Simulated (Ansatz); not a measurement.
# C5H8O3Sn: taking an electron away

One table from this session's results is given with a row withheld; the runs are named, their logs left out.

The runs use Ansatz 0.2.0, Gaussian basis; unrestricted cation, the program's frozen cores in correlated methods.

Levels to be run: UKS PBE-D4/def2-TZVPP; UKS r2SCAN-D4/def2-TZVPP; UKS PBE0-D4/def2-TZVPP; UKS B3LYP-D4/def2-TZVPP; UKS wB97X-V/def2-TZVPP; UKS wB97M-V/def2-TZVPP; UKS B2PLYP/def2-TZVPP; UHF-CCSD(T)/def2-TZVPP; UHF-MP2/def2-QZVPP; extrapolation to the limit; then −ε(HOMO) from the neutral's earlier runs with LDA (SPW92), PBE-D4, revPBE-D4, BLYP-D4, r2SCAN-D4, B97M-V, PBE0-D4, B3LYP-D4, r2SCANh-D4, r2SCAN0-D4, HSE06-D4, BHLYP-D4, CAM-B3LYP-D4, LC-ωPBE, ωB97X-V, ωB97M-V.

### The relaxed structure

All runs share one geometry, relaxed beforehand with PBE0-D4 in a triple-zeta def2 set. Sn takes the def2 core potential; no spin-orbit term is included.

SMILES `CC1=CC(C)=[O+][Sn-]([OH])[O]1`, 17 atoms, charge 0, spin multiplicity 1.

Atoms are counted from 1 here; the program's logs count them from 0.

Bond lengths: C1–C2 1.497 Å, C1–H10 1.089 Å, C1–H11 1.093 Å, C1–H12 1.093 Å, C2–C3 1.398 Å, C2–O9 1.269 Å, C3–C4 1.398 Å, C3–H13 1.081 Å, C4–C5 1.497 Å, C4–O6 1.269 Å, C5–H14 1.093 Å, C5–H15 1.089 Å, C5–H16 1.093 Å, O6–Sn7 2.171 Å, Sn7–O8 1.986 Å, Sn7–O9 2.171 Å, O8–H17 0.960 Å. Angles: C2–C1–H10 112.7°, C2–C1–H11 108.9°, C2–C1–H12 108.9°, H10–C1–H11 109.6°, H10–C1–H12 109.5°, H11–C1–H12 107.0°, C1–C2–C3 119.2°, C1–C2–O9 115.1°, C3–C2–O9 125.6°, C2–C3–C4 125.5°, C2–C3–H13 117.2°, C4–C3–H13 117.2°, C3–C4–C5 119.2°, C3–C4–O6 125.6°, C5–C4–O6 115.1°, C4–C5–H14 108.9°, C4–C5–H15 112.7°, C4–C5–H16 109.0° and more.

The first run:

in.yaml reads:

```yaml
crystal:
  periodic: [false, false, false]
  atoms:
    - {symbol: C, position_ang: [2.244316, -1.225073, -0.608309]}
    - {symbol: C, position_ang: [1.238678, -0.307076, 0.014338]}
    - {symbol: C, position_ang: [0.008188, -0.111339, -0.619585]}
    - {symbol: C, position_ang: [-0.977757, 0.793756, -0.215844]}
    - {symbol: C, position_ang: [-2.193848, 0.979335, -1.069315]}
    - {symbol: O, position_ang: [-0.938804, 1.510426, 0.830301]}
    - {symbol: Sn, position_ang: [0.388128, 1.313790, 2.537491]}
    - {symbol: O, position_ang: [-0.502399, -0.348737, 3.160561]}
    - {symbol: O, position_ang: [1.609003, 0.245020, 1.094900]}
    - {symbol: H, position_ang: [1.889677, -1.667473, -1.537827]}
    - {symbol: H, position_ang: [2.491329, -2.016259, 0.103850]}
    - {symbol: H, position_ang: [3.164681, -0.667167, -0.797146]}
    - {symbol: H, position_ang: [-0.165431, -0.653020, -1.538359]}
    - {symbol: H, position_ang: [-2.264868, 2.029732, -1.361809]}
    - {symbol: H, position_ang: [-2.180679, 0.353594, -1.960225]}
    - {symbol: H, position_ang: [-3.082429, 0.752943, -0.474958]}
    - {symbol: H, position_ang: [-0.746788, -0.982953, 2.482136]}
basis:
  gaussian: {orbitals: def2-TZVPP}
total_charge: 1
magnetization: {spin_polarized: true, initial_magnetization: 1}
hamiltonian: {xc: pbe, dispersion: d4}
```

Launch:

```console
$ ansatz run in.yaml --threads 4 --pin off --events-out ev --progress --plain --max-ram 66560MiB --backend cuda --devices 0, --max-vram 37GiB
```

Among the steps run: Cation, UKS PBE-D4/def2-TZVPP; Cation, UKS r2SCAN-D4/def2-TZVPP; Cation, UKS PBE0-D4/def2-TZVPP; Cation, UKS B3LYP-D4/def2-TZVPP; Cation, UKS wB97X-V/def2-TZVPP; Cation, UKS wB97M-V/def2-TZVPP; Cation, UKS B2PLYP (frozen core)/def2-TZVPP; Cation, UHF-CCSD(T)/def2-TZVPP; Cation, UHF-MP2/def2-QZVPP.

One of the session's tables, all rows but one given; the rest of the session is left out.

Orbital estimates, from the neutral's runs:

| functional | −ε(HOMO) (eV) |
| --- | --- |
| LDA (SPW92) | 6.14 |
| PBE-D4 | ? |
| revPBE-D4 | 5.83 |
| BLYP-D4 | 5.78 |
| r2SCAN-D4 | 6.15 |
| B97M-V | 6.08 |
| PBE0-D4 | 7.01 |
| B3LYP-D4 | 6.83 |
| r2SCANh-D4 | 6.56 |
| r2SCAN0-D4 | 7.19 |
| HSE06-D4 | 6.61 |
| BHLYP-D4 | 7.99 |
| CAM-B3LYP-D4 | 8.29 |
| LC-ωPBE | 9.50 |
| ωB97X-V | 9.20 |
| ωB97M-V | 9.15 |

**Question.** Estimate the row for PBE-D4.

The run gave: −ε(HOMO) (eV): 5.91. In the column «−ε(HOMO) (eV)» it lies between revPBE-D4 (5.83) and B97M-V (6.08).
